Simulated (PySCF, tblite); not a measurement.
# C₅H₁₃AlSi: a rotation path, then NMR shifts on frames, part 2 of 2

tblite 0.8.0 and PySCF 2.14.0. Atoms count from 0.

## Step 5: Nuclear shieldings: image 4, PBE0/pcSseg-1

The job: settings as JSON, then the geometry in Å.

```
{"job": {"kind": "nmr", "xc": "PBE0", "basis": "pcSseg-1", "pop": false}, "charge": 0, "multiplicity": 1}
Si     2.886700     0.404000    -0.159500
C      1.344200    -0.682300    -0.391800
C      0.010400     0.048400    -0.137700
C     -0.775600    -0.632700     0.999500
C     -2.042200     0.171900     1.365600
Al    -2.565000     0.665900    -0.496800
C     -0.867500     0.140700    -1.406200
H      2.760800     1.173700     1.081400
H      3.012000     1.337500    -1.283200
H      4.075400    -0.450100    -0.086100
H      1.411300    -1.548500     0.271600
H      1.349800    -1.091500    -1.404200
H      0.208000     1.076900     0.199300
H     -1.065300    -1.634700     0.665200
H     -0.118700    -0.747900     1.866600
H     -2.703100    -0.447100     1.981600
H     -1.751800     1.017000     2.004700
H     -3.879300     1.249600    -1.053500
H     -0.902100    -0.848400    -1.885700
H     -0.393100     0.808000    -2.133900
```

Level: GIAO PBE0/pcSseg-1 NMR shielding, non-relativistic, gas phase.

Output:

```text
coarse grid: 16744 points
cycle   1  E = -729.6042757123  dE =  4.073e-01  |g| = 5.325e-01  |ddm| = 3.907e+00
cycle   2  E = -729.5549260399  dE =  4.935e-02  |g| = 6.785e-01  |ddm| = 1.158e+00
cycle   3  E = -729.6825750586  dE = -1.276e-01  |g| = 5.275e-02  |ddm| = 7.340e-01
cycle   4  E = -729.6831743055  dE = -5.992e-04  |g| = 2.666e-02  |ddm| = 8.722e-02
cycle   5  E = -729.6833376404  dE = -1.633e-04  |g| = 5.417e-03  |ddm| = 2.596e-02
cycle   6  E = -729.6833447123  dE = -7.072e-06  |g| = 1.026e-03  |ddm| = 5.837e-03
final grid: 149696 points
cycle   7  E = -729.7254737097  dE = -3.617e-05  |g| = 8.599e-03  |ddm| = 3.169e-02
cycle   8  E = -729.7254590239  dE =  1.469e-05  |g| = 1.131e-02  |ddm| = 1.915e-02
cycle   9  E = -729.7254935497  dE = -3.453e-05  |g| = 5.367e-04  |ddm| = 1.122e-02
cycle  10  E = -729.7254936089  dE = -5.911e-08  |g| = 1.964e-04  |ddm| = 8.035e-04
cycle  11  E = -729.7254936176  dE = -8.711e-09  |g| = 5.138e-05  |ddm| = 1.829e-04
cycle  12  E = -729.7254936182  dE = -5.837e-10  |g| = 1.164e-05  |ddm| = 5.745e-05
converged SCF energy = -729.7254936182

GIAO shielding tensors (ppm)
atom      isotropic    diamagn.    paramagn.     s11        s22        s33       span
  0 Si     420.945     879.568    -458.624    385.206    408.483    469.144     83.938
  1 C      165.491     249.886     -84.395    132.469    161.340    202.664     70.195
  2 C      143.075     250.512    -107.437    131.011    136.224    161.989     30.978
  3 C      143.010     250.928    -107.918    118.353    146.635    164.042     45.688
  4 C      169.328     250.665     -81.337    155.365    168.190    184.430     29.064
  5 Al     243.179     795.086    -551.907    202.997    207.949    318.591    115.595
  6 C      159.283     249.526     -90.244    139.508    156.618    181.722     42.214
  7 H       27.998      29.589      -1.591     24.349     27.016     32.627      8.277
  8 H       27.778      29.133      -1.356     24.165     26.352     32.817      8.652
  9 H       27.751      28.409      -0.658     24.178     25.153     33.922      9.743
 10 H       30.678      32.537      -1.859     25.552     30.521     35.960     10.408
 11 H       30.895      32.283      -1.389     26.138     30.685     35.861      9.723
 12 H       30.818      35.922      -5.104     26.643     30.865     34.946      8.303
 13 H       30.739      33.845      -3.106     26.250     30.909     35.059      8.808
 14 H       29.388      33.368      -3.980     23.964     30.292     33.910      9.946
 15 H       30.622      29.476       1.146     25.544     28.463     37.860     12.316
 16 H       31.119      30.682       0.437     26.099     29.236     38.023     11.924
 17 H       25.711      28.240      -2.529     22.745     23.199     31.191      8.446
 18 H       31.674      31.853      -0.179     27.834     29.657     37.531      9.697
 19 H       30.352      31.378      -1.026     25.818     29.512     35.726      9.908
```

Wall time 88 s (1 thread of Intel Xeon at 2.50GHz, shared host); peak memory 0.91 GiB.

In short: δ C3 43.9, C2 43.9, C6 27.6, C1 21.4, H17 6.01, H9 3.97 ppm.

## Step 6: Shielding tensors: image 6, PBE0/pcSseg-1

The job: settings as JSON, then the geometry in Å.

```
{"job": {"kind": "nmr", "xc": "PBE0", "basis": "pcSseg-1", "pop": false}, "charge": 0, "multiplicity": 1}
Si     2.833800     0.267700     0.152400
C      1.324600    -0.587300    -0.627200
C     -0.012900     0.100800    -0.317500
C     -0.620500    -0.460100     0.981000
C     -1.894000     0.315500     1.386500
Al    -2.647400     0.508800    -0.453600
C     -1.026000    -0.044700    -1.476400
H      2.569200     0.662800     1.537600
H      3.126500     1.475600    -0.627600
H      3.984000    -0.639000     0.118200
H      1.260900    -1.633700    -0.318900
H      1.479500    -0.602800    -1.709000
H      0.158500     1.175500    -0.158300
H     -0.880800    -1.510300     0.808900
H      0.133000    -0.433200     1.772900
H     -2.443200    -0.252800     2.145200
H     -1.600100     1.252700     1.877500
H     -4.042200     0.948900    -0.943200
H     -1.018200    -1.088200    -1.821600
H     -0.689800     0.554600    -2.330100
```

Method: GIAO PBE0/pcSseg-1 NMR shielding, non-relativistic, gas phase.

Output:

```text
coarse grid: 16744 points
cycle   1  E = -729.6058086044  dE =  4.125e-01  |g| = 5.331e-01  |ddm| = 3.904e+00
cycle   2  E = -729.5558531359  dE =  4.996e-02  |g| = 6.806e-01  |ddm| = 1.163e+00
cycle   3  E = -729.6843069700  dE = -1.285e-01  |g| = 5.279e-02  |ddm| = 7.380e-01
cycle   4  E = -729.6849080580  dE = -6.011e-04  |g| = 2.667e-02  |ddm| = 8.778e-02
cycle   5  E = -729.6850713944  dE = -1.633e-04  |g| = 5.418e-03  |ddm| = 2.604e-02
cycle   6  E = -729.6850784940  dE = -7.100e-06  |g| = 1.045e-03  |ddm| = 5.912e-03
final grid: 149696 points
cycle   7  E = -729.7277857722  dE = -3.789e-05  |g| = 8.734e-03  |ddm| = 3.064e-02
cycle   8  E = -729.7277700944  dE =  1.568e-05  |g| = 1.158e-02  |ddm| = 1.984e-02
cycle   9  E = -729.7278063365  dE = -3.624e-05  |g| = 5.308e-04  |ddm| = 1.155e-02
cycle  10  E = -729.7278063925  dE = -5.600e-08  |g| = 1.936e-04  |ddm| = 7.878e-04
cycle  11  E = -729.7278064009  dE = -8.413e-09  |g| = 5.469e-05  |ddm| = 1.925e-04
cycle  12  E = -729.7278064016  dE = -6.771e-10  |g| = 1.212e-05  |ddm| = 5.958e-05
converged SCF energy = -729.7278064016

GIAO shielding tensors (ppm)
atom      isotropic    diamagn.    paramagn.     s11        s22        s33       span
  0 Si     424.497     879.696    -455.199    398.969    404.374    470.147     71.178
  1 C      165.142     249.906     -84.764    141.342    157.210    196.876     55.534
  2 C      143.459     251.057    -107.598    135.386    137.202    157.788     22.402
  3 C      145.877     251.333    -105.457    125.623    146.984    165.023     39.400
  4 C      169.606     250.317     -80.712    155.602    168.902    184.312     28.710
  5 Al     243.280     795.038    -551.758    202.770    206.207    320.864    118.094
  6 C      158.114     249.619     -91.504    143.948    149.679    180.716     36.768
  7 H       27.946      29.720      -1.773     23.985     27.543     32.312      8.327
  8 H       27.890      29.274      -1.383     24.331     26.133     33.207      8.875
  9 H       27.807      28.489      -0.682     24.227     25.230     33.965      9.737
 10 H       30.947      32.470      -1.523     26.976     30.064     35.801      8.824
 11 H       30.663      32.072      -1.409     25.066     30.695     36.227     11.161
 12 H       30.806      35.775      -4.969     27.011     30.650     34.756      7.745
 13 H       31.050      34.107      -3.056     26.541     31.092     35.519      8.978
 14 H       29.257      33.703      -4.445     23.612     30.516     33.644     10.032
 15 H       30.623      29.550       1.072     25.530     28.425     37.913     12.383
 16 H       31.122      30.677       0.445     26.032     29.255     38.080     12.048
 17 H       25.689      28.197      -2.509     22.741     23.172     31.153      8.411
 18 H       31.477      31.683      -0.206     27.699     29.579     37.153      9.455
 19 H       30.584      31.243      -0.660     26.176     29.256     36.319     10.143
```

Run time: 97 s. Hardware: 1 thread of Intel Xeon at 2.50GHz, shared host; peak memory 0.92 GiB.

In short: δ C2 43.5, C3 41.0, C6 28.8, C1 21.8, H17 6.03, H9 3.91 ppm.

## Step 7: Nuclear shieldings: image 8, PBE0/pcSseg-1

The job: settings as JSON, then the geometry in Å.

```
{"job": {"kind": "nmr", "xc": "PBE0", "basis": "pcSseg-1", "pop": false}, "charge": 0, "multiplicity": 1}
Si     2.767000     0.056600     0.353300
C      1.323300    -0.498200    -0.755700
C     -0.027400     0.146800    -0.439700
C     -0.515400    -0.221300     0.972500
C     -1.811200     0.540100     1.331200
Al    -2.689500     0.375700    -0.454100
C     -1.099900    -0.248400    -1.483300
H      2.759300    -0.651100     1.637000
H      2.673200     1.499000     0.592700
H      4.027600    -0.242500    -0.330500
H      1.215200    -1.584800    -0.702800
H      1.577200    -0.268300    -1.794100
H      0.092600     1.238700    -0.469300
H     -0.706000    -1.298900     0.995800
H      0.277600    -0.010600     1.695500
H     -2.270900     0.092800     2.218800
H     -1.549800     1.566600     1.622500
H     -4.139000     0.654000    -0.898400
H     -1.049800    -1.335500    -1.640800
H     -0.859100     0.200100    -2.453500
```

Method: GIAO PBE0/pcSseg-1 NMR shielding, non-relativistic, gas phase.

Output:

```text
coarse grid: 16744 points
cycle   1  E = -729.6077543741  dE =  4.192e-01  |g| = 5.331e-01  |ddm| = 3.905e+00
cycle   2  E = -729.5577331942  dE =  5.002e-02  |g| = 6.807e-01  |ddm| = 1.161e+00
cycle   3  E = -729.6861908695  dE = -1.285e-01  |g| = 5.256e-02  |ddm| = 7.390e-01
cycle   4  E = -729.6867902260  dE = -5.994e-04  |g| = 2.639e-02  |ddm| = 8.753e-02
cycle   5  E = -729.6869496803  dE = -1.595e-04  |g| = 5.454e-03  |ddm| = 2.584e-02
cycle   6  E = -729.6869568865  dE = -7.206e-06  |g| = 1.047e-03  |ddm| = 5.890e-03
final grid: 149696 points
cycle   7  E = -729.7295948965  dE = -3.838e-05  |g| = 8.647e-03  |ddm| = 3.126e-02
cycle   8  E = -729.7295800057  dE =  1.489e-05  |g| = 1.136e-02  |ddm| = 1.942e-02
cycle   9  E = -729.7296149323  dE = -3.493e-05  |g| = 5.574e-04  |ddm| = 1.138e-02
cycle  10  E = -729.7296149968  dE = -6.449e-08  |g| = 2.017e-04  |ddm| = 8.455e-04
cycle  11  E = -729.7296150060  dE = -9.251e-09  |g| = 5.146e-05  |ddm| = 1.900e-04
cycle  12  E = -729.7296150066  dE = -5.996e-10  |g| = 1.214e-05  |ddm| = 5.852e-05
converged SCF energy = -729.7296150066

GIAO shielding tensors (ppm)
atom      isotropic    diamagn.    paramagn.     s11        s22        s33       span
  0 Si     423.148     879.687    -456.539    390.878    409.498    469.068     78.189
  1 C      163.975     249.863     -85.888    147.248    152.635    192.043     44.794
  2 C      140.834     251.106    -110.272    133.972    134.879    153.651     19.679
  3 C      147.287     251.969    -104.682    133.745    144.613    163.503     29.757
  4 C      169.801     250.048     -80.247    156.125    168.846    184.432     28.306
  5 Al     243.436     795.000    -551.565    203.060    205.497    321.750    118.691
  6 C      157.657     249.682     -92.024    144.334    147.022    181.617     37.283
  7 H       27.696      29.466      -1.770     23.965     26.540     32.583      8.617
  8 H       28.020      29.675      -1.655     24.631     26.692     32.737      8.106
  9 H       27.838      28.561      -0.723     24.237     25.421     33.856      9.620
 10 H       31.074      32.306      -1.232     27.593     30.133     35.495      7.902
 11 H       30.441      31.764      -1.323     24.621     30.161     36.542     11.921
 12 H       30.641      35.447      -4.805     27.426     29.990     34.509      7.083
 13 H       31.094      34.289      -3.195     26.802     31.051     35.428      8.626
 14 H       29.270      34.112      -4.842     22.708     30.765     34.337     11.629
 15 H       30.615      29.606       1.010     25.518     28.428     37.900     12.382
 16 H       31.152      30.671       0.481     26.049     29.253     38.155     12.106
 17 H       25.705      28.179      -2.475     22.766     23.189     31.159      8.393
 18 H       31.573      31.556       0.017     27.783     29.770     37.165      9.383
 19 H       30.598      31.071      -0.473     26.415     28.952     36.426     10.011
```

Run time: 94 s. Hardware: 1 thread of Intel Xeon at 2.50GHz, shared host; peak memory 0.93 GiB.

In short: δ C2 46.1, C3 39.6, C6 29.3, C1 22.9, H17 6.01, H7 4.02 ppm.

## Step 8: Comparing the runs: NMR shifts

Shifts (ppm) of some atoms, chosen among heavy atoms and hydrogens apart, with basis size and wall time:

```tsv
frame	C3	C2	C6	C1	H10	H11	Si0	functions	time
image 0	45.5	45.3	23.2	22.7	1.30	0.59	-73.9	198	88 s
image 2	45.9	45.8	24.6	23.6	1.23	0.66	-69.9	198	76 s
image 4	43.9	43.9	27.6	21.4	1.04	0.82	-71.8	198	88 s
image 6	41.0	43.5	28.8	21.8	0.77	1.05	-75.3	198	97 s
image 8	39.6	46.1	29.3	22.9	0.64	1.28	-74.0	198	94 s
```

## Step 9: Results

This closing draws on all 2 parts.

```
                                          quantity                                                                              value
                                           barrier                                                 0.130 eV (3.0 kcal/mol) at image 4
                             end to end (GFN2-xTB)                                                                           0.021 eV
   13C shifts against TMS (PBE0/pcSseg-1, image 0)                                                   45.5, 45.3, 23.2, 22.7, 16.9 ppm
    1H shifts against TMS (PBE0/pcSseg-1, image 0)  6.01, 4.01, 3.88, 3.71, 2.40, 1.30, 1.08, 1.07, 1.03, 0.85, 0.63, 0.59, -0.12 ppm
  29Si shifts against TMS (PBE0/pcSseg-1, image 0)                                                                          -73.9 ppm
27Al shifts against AlH4- (PBE0/pcSseg-1, image 0)                                                                          246.2 ppm
                          range of the shift of C3                                                                   39.6 to 45.9 ppm
```

Along the band the dihedral turns by 116°, and the top (dihedral -120°) lies 3.0 kcal/mol above the start (GFN2-xTB, rough), so at room temperature this motion is fast. Ends this close can change order at a higher level. The top was not checked by a frequency run. Shifts at one fixed geometry are not the observed spectrum, which averages over the motion. In the first frame run (image 0): The widest tensor belongs to Al5: span 111 ppm, with a paramagnetic part of -551 ppm. In ppm, C3 moves most: its shift spreads over 6.3 ppm, from 39.6 (image 8) to 45.9 (image 2).
